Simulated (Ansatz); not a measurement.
# BrClSSi: the cost of one run

Program: Ansatz 0.2.0. Level of theory: RKS CAM-B3LYP-D4/def2-SVP. These are calculated values, not measurements.

### 1 The starting structure

SMILES `S=[Si](Cl)Br`, 4 atoms, charge 0, spin multiplicity 1.

Atoms are counted from 1 here; the program's logs count them from 0.

Bond lengths: S1–Si2 1.954 Å, Si2–Cl3 2.057 Å, Si2–Br4 2.211 Å. Angles: S1–Si2–Cl3 126.3°, S1–Si2–Br4 126.9°, Cl3–Si2–Br4 106.8°.

As a file:

```mol
BrClSSi
  3D, bonds by distance, orders not assigned

  4  3  0  0  0  0  0  0  0  0999 V2000
   -0.2973   -2.0649    0.2533 S   0  0
   -0.0026   -0.1459    0.0358 Si  0  0
    1.3642    0.9997    1.0610 Cl  0  0
   -1.0643    1.2111   -1.3501 Br  0  0
  1  2  8  0
  2  3  8  0
  2  4  8  0
M  END
```

### 3 The grid

The axes are (1) umbrella angle at Si2 (between each of its bonds and their common axis; 90 is planar): 11 values from 66.0 to 114.0 °; (2) change of the bonds Si2–S1, Si2–Cl3, Si2–Br4, all alike: 11 values from −0.226 to 0.349 Å.

Nothing else is relaxed (all other coordinates rigid). Energies count from the relaxed molecule at the same level. Points are written as (first, second).

(The set-up runs are not shown.)

### 4 Point (90.0°, 0.004 Å)

input.yaml

```yaml
crystal:
  periodic: [false, false, false]
  atoms:
    - { symbol: S, position_ang: [-0.294123, -2.043474, 0.250743] }
    - { symbol: Si, position_ang: [-0.002444, -0.145714, 0.035859] }
    - { symbol: Cl, position_ang: [1.352582, 0.989934, 1.05236] }
    - { symbol: Br, position_ang: [-1.055893, 1.200017, -1.33902] }
basis:
  gaussian: { orbitals: def2-SVP }
hamiltonian:
  xc: { name: CAM-B3LYP }
  dispersion: d4
output:
  forces: true
```

Run with:

```sh
> ansatz run input.yaml --threads 1 --pin off --max-ram 2560MiB --backend cpu --events-out ev --progress --plain --runs-dir out
```

What time and memory should one allow on 1 thread of Arm Neoverse V1, shared host?

About 4.4 s, with a peak of 0.2 GiB.
